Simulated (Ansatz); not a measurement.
**Ta3W (Fm-3m): equation of state with a fit from a Python script**

Where is the equilibrium volume of Ta3W (Fm-3m), and how stiff is it? A script is to give an equation of state with a fit; the system is Ta3W (Fm-3m).

Program: the Python package of Ansatz 0.2.0. Level of theory: DFT LDA, plane waves, PAW. These are calculated values, not measurements.

## Step 1: The structure

It takes space group Fm-3m (No. 225, cubic). Conventional cell: a = 6.534 Å, b = 6.534 Å, c = 6.534 Å, α = 90.00°, β = 90.00°, γ = 90.00°. Ta (site symmetry -43m) is surrounded by 4 Ta at 2.83 Å and 4 W at 2.83 Å. Ta (site symmetry m-3m) is surrounded by 8 Ta at 2.83 Å. W (site symmetry m-3m) has 8 Ta at 2.83 Å in its first shell of neighbours.

The script holds or builds the structure itself.

## Step 2: Script

Contents of run_eos.py:

```python
import warnings

import ansatz as az
import numpy as np
from pymatgen.analysis.eos import EOS

vectors0 = np.array([
    [0.0, 3.267173, 3.267173],
    [3.267173, 0.0, 3.267173],
    [3.267173, 3.267173, 0.0],
])
sites = [
    ('Ta', (0.25, 0.25, 0.25)),
    ('Ta', (0.75, 0.75, 0.75)),
    ('Ta', (0.5, 0.5, 0.5)),
    ('W', (0.0, 0.0, 0.0)),
]


def build(cell):
    crystal = az.Crystal(lattice=az.Lattice.of(cell))
    for symbol, position in sites:
        crystal = crystal.atom(symbol, position)
    return crystal


def main() -> None:
    warnings.simplefilter('ignore', az.DeckWarning)

    volumes, energies = [], []
    for scale in np.linspace(0.88, 1.12, 7):
        cell = vectors0 * scale ** (1 / 3)
        model = (
            build(cell).calculation()
            .functional(az.Functional.LDA)
            .occupations('Fermi-Dirac', width=0.1)
            .basis(500)
            .kpoints(6, 6, 6)
        )
        data = model.run(threads=1).report
        volumes.append(abs(np.linalg.det(cell)) / len(sites))
        energies.append(data['free_energy_ev'] / len(sites))
        print(f'V = {volumes[-1]:8.4f} A^3/atom  F = {energies[-1]:.5f} eV/atom')

    for form in ['vinet', 'pourier_tarantola', 'murnaghan']:
        fit = EOS(eos_name=form).fit(volumes, energies)
        print(f'{form:18s} V0 {fit.v0:8.4f} A^3/atom  B0 {fit.b0_GPa:7.1f} GPa  B1 {fit.b1:5.2f}')


if __name__ == '__main__':
    main()
```

## Step 3: The input behind the calls

The package turns the script's settings into the engine's input (first run):

```yaml
crystal:
  lattice:
    - [0.0, 3.1308795177318776, 3.1308795177318776]
    - [3.1308795177318776, 0.0, 3.1308795177318776]
    - [3.1308795177318776, 3.1308795177318776, 0.0]
  atoms:
    - { symbol: Ta, position: [0.25, 0.25, 0.25] }
    - { symbol: Ta, position: [0.75, 0.75, 0.75] }
    - { symbol: Ta, position: [0.5, 0.5, 0.5] }
    - { symbol: W, position: [0.0, 0.0, 0.0] }
basis:
  ecutwfc: 500.0
kpoints:
  mp_grid:
    grid: [6, 6, 6]
hamiltonian:
  xc: lda
scf:
  occupations:
    method: fermi_dirac
    width: 0.1
```

## Step 4: Launch

Run with:

```console
python run_eos.py
```

**Question.** Estimate the equilibrium volume and the bulk modulus.

As calculated:

| quantity | value |
| --- | --- |
| runs compared | 7 |
| range of energy | 289.95 meV/atom |
| lowest point, volume (Å³/atom) | 16.740 |
| equilibrium volume (fit) | 16.66 Å³/atom |
| bulk modulus (fit) | 243 GPa |

In words: A third-order Birch-Murnaghan fit through the 7 points (the script's own form differs a little) has its minimum at 16.66 Å³ an atom, 4.5 % below the typed cell, with a bulk modulus of 243 GPa. From that minimum the energy rises by 89.8 meV an atom on the compressed side and 290.2 meV on the expanded side. Reading the output:
- The mesh is modest for a metal, so energies can be off by several to tens of meV an atom and pressures by half a GPa or more; differences at equal mesh fare better.
- Spin-orbit coupling, which matters for elements this heavy, is left out.
- This cell is a computed structure, which may not be the phase found in nature.
